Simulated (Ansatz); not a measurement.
**CH4GeO2S: a ladder of functionals and wavefunction methods**

An exercise on one series of results from a longer session: the logs are not shown, and one member is left open.

Computed with Ansatz 0.2.0, Gaussian basis. Level: functionals in def2-TZVPP, the program's frozen cores in correlated methods.

The runs, in order: PBE-D4, r2SCAN-D4, PBE0-D4, B3LYP-D4, ωB97X-V, ωB97M-V, B2PLYP; CCSD(T)/def2-TZVPP; MP2/def2-QZVPP; extrapolation to the limit.

## Structure used throughout

The geometry comes from an earlier relaxation with PBE0-D4 in a triple-zeta def2 set; it is a stationary point, not always the lowest conformer.

SMILES `OC(=S)[O][GeH3]`, 9 atoms, charge 0, spin multiplicity 1.

Atoms are counted from 1 here; the program's logs count them from 0.

Bond lengths: O1–C2 1.343 Å, O1–H6 0.966 Å, C2–S3 1.635 Å, C2–O4 1.302 Å, O4–Ge5 1.833 Å, Ge5–H7 1.529 Å, Ge5–H8 1.528 Å, Ge5–H9 1.529 Å. Angles: C2–O1–H6 106.8°, O1–C2–S3 123.0°, O1–C2–O4 111.8°, S3–C2–O4 125.2°, C2–O4–Ge5 122.6°, O4–Ge5–H7 107.9°, O4–Ge5–H8 100.6°, O4–Ge5–H9 107.9°, H7–Ge5–H8 113.0°, H7–Ge5–H9 113.3°, H8–Ge5–H9 113.0°.

Set-up of the first run:

in.yaml

```yaml
crystal:
  periodic: [false, false, false]
  atoms:
    - {symbol: O, position_ang: [0.152924, 1.386793, 0.414209]}
    - {symbol: C, position_ang: [0.099072, 0.335640, 1.247796]}
    - {symbol: S, position_ang: [0.187705, 0.482556, 2.873444]}
    - {symbol: O, position_ang: [-0.029978, -0.787052, 0.601989]}
    - {symbol: Ge, position_ang: [-0.124257, -0.869247, -1.226372]}
    - {symbol: H, position_ang: [0.248000, 2.175119, 0.965076]}
    - {symbol: H, position_ang: [1.181933, -0.309021, -1.790909]}
    - {symbol: H, position_ang: [-0.267165, -2.376558, -1.432875]}
    - {symbol: H, position_ang: [-1.359834, -0.084628, -1.669559]}
basis:
  gaussian: {orbitals: def2-TZVPP}
hamiltonian: {xc: pbe, dispersion: d4}
output: {forces: true, orbitals: {seedname: orbitals}}
```

The run is started by

```console
> ansatz run in.yaml --threads 4 --pin off --events-out ev --progress --plain --max-ram 10444MiB
```

Among the steps run: PBE-D4 (GGA); r2SCAN-D4 (meta-GGA); PBE0-D4 (hybrid); B3LYP-D4 (hybrid); ωB97X-V (range-separated); ωB97M-V (range-separated); B2PLYP (double hybrid); CCSD(T) in def2-TZVPP; MP2 in def2-QZVPP.

One of the session's tables, all rows but one given; the rest of the session is left out.

```
            method  atomisation energy (kJ/mol)
            PBE-D4                       3226.0
         r2SCAN-D4                       3157.5
           PBE0-D4                       3121.8
          B3LYP-D4                       3109.4
           ωB97X-V                            ?
           ωB97M-V                       3136.0
            B2PLYP                       3084.6
     HF/def2-TZVPP                       2063.2
    MP2/def2-TZVPP                       3127.9
   CCSD/def2-TZVPP                       2969.1
CCSD(T)/def2-TZVPP                       3043.0
           MP2/CBS                       3219.0
       CCSD(T)/CBS                       3134.2
```

**Question.** Estimate the row for ωB97X-V.

As computed: atomisation energy (kJ/mol): 3148.7. In the column «atomisation energy (kJ/mol)» it lies between ωB97M-V (3136.0) and r2SCAN-D4 (3157.5).
